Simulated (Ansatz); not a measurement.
**Al: a line through an energy map**

One line of a two-coordinate grid on Al (Im-3m, No. 229; 1 atom in the cell): c/a of the conventional cell is varied, at volume per atom = 14.92 Å³.

This is Al in the bcc structure; at room conditions it is fcc.

Method: DFT LDA, scalar-relativistic, plane waves, PAW, in Ansatz 0.2.0.

## (1) The starting structure

Symmetry: Im-3m, No. 229, cubic system. The conventional cell has a = 3.189 Å, b = 3.189 Å, c = 3.189 Å, α = 90.00°, β = 90.00°, γ = 90.00°. Al (site symmetry m-3m) has 8 Al at 2.76 Å as nearest neighbours.

Structure file:

```cif
data_structure
_symmetry_space_group_name_H-M 'P 1'
_symmetry_Int_Tables_number 1
_cell_length_a 2.7619
_cell_length_b 2.7619
_cell_length_c 2.7619
_cell_angle_alpha 109.471
_cell_angle_beta 109.471
_cell_angle_gamma 109.471
_cell_volume 16.22
loop_
_atom_site_label
_atom_site_type_symbol
_atom_site_fract_x
_atom_site_fract_y
_atom_site_fract_z
_atom_site_occupancy
Al1 Al 0.00000 0.00000 0.00000 1
```

It goes back to an entry of the Materials Project.

It is the result of an earlier relaxation at this level (volume 16.22 Å³/atom; gap on the mesh: none (metal)).

## (2) The scan

The energy is mapped over volume and the cell's shape.

First coordinate, volume per atom: 7 values from 14.92 to 17.52 Å³. Second coordinate, c/a of the conventional cell: 9 values from 0.861 to 1.566.

Nothing else is relaxed (symmetry fixes all fractional coordinates). Energies count from the relaxed crystal. Points are written as (first, second).

## (3) Grid point (14.92 Å³, 0.861)

Contents of input.yaml:

```yaml
crystal:
  lattice:
    - [-1.6300525426, 1.6300525426, 1.4038012497]
    - [1.6300525426, -1.6300525426, 1.4038012497]
    - [1.6300525426, 1.6300525426, -1.4038012497]
  atoms:
    - { symbol: Al, position: [0.0, 0.0, 0.0] }
basis:
  ecutwfc: 420
kpoints:
  mp_grid: { grid: [22, 22, 22] }
hamiltonian:
  xc: lda
scf:
  occupations: { method: gaussian, width: 0.15 }
output:
  forces: true
  stress: true
  eigenvalues: true
```

The run is started by

```bash
ansatz run input.yaml --threads 1 --pin off --max-ram 2048MiB --backend cpu --events-out ev --progress --plain --runs-dir out
```

The session goes on with these runs: the other points of the line.

**Question.** What will these runs give? Wanted: for each run, c/a of the conventional cell; energy; slope; pressure.

As calculated:

```
c/a of the conventional cell  step  energy (meV/atom)  slope (meV/atom per unit)  pressure (GPa)
                       0.861     3                 12                        115            7.65
                       0.928     4                 22                        140            7.37
                       1.000     5                 27                          0            7.38
                       1.078     6                 20                       −225            7.29
                       1.161     –                −10                       −482            7.02
                       1.251     7                −51                       −372            6.43
                       1.348     8                −80                       −183            5.73
                       1.453     9                −83                        114            5.58
                       1.566    10                −59                        344            6.49
```

Energies count from the relaxed crystal. Rows without a step come from runs not printed here or follow by symmetry. Slopes come from the forces (and the stress, where the cell changes), not from differences of energies.

Along the line the energy is lowest at 1.453, −83 meV/atom from the zero. A fit to energies and slopes at the lowest point and its two neighbours puts the minimum at 1.4120, with a curvature of about 3100 meV/atom per (unit)². The highest point computed, at 1.000, lies 111 meV/atom above the lowest. This is one cut through a surface in two coordinates; the map's lowest point lies off it.
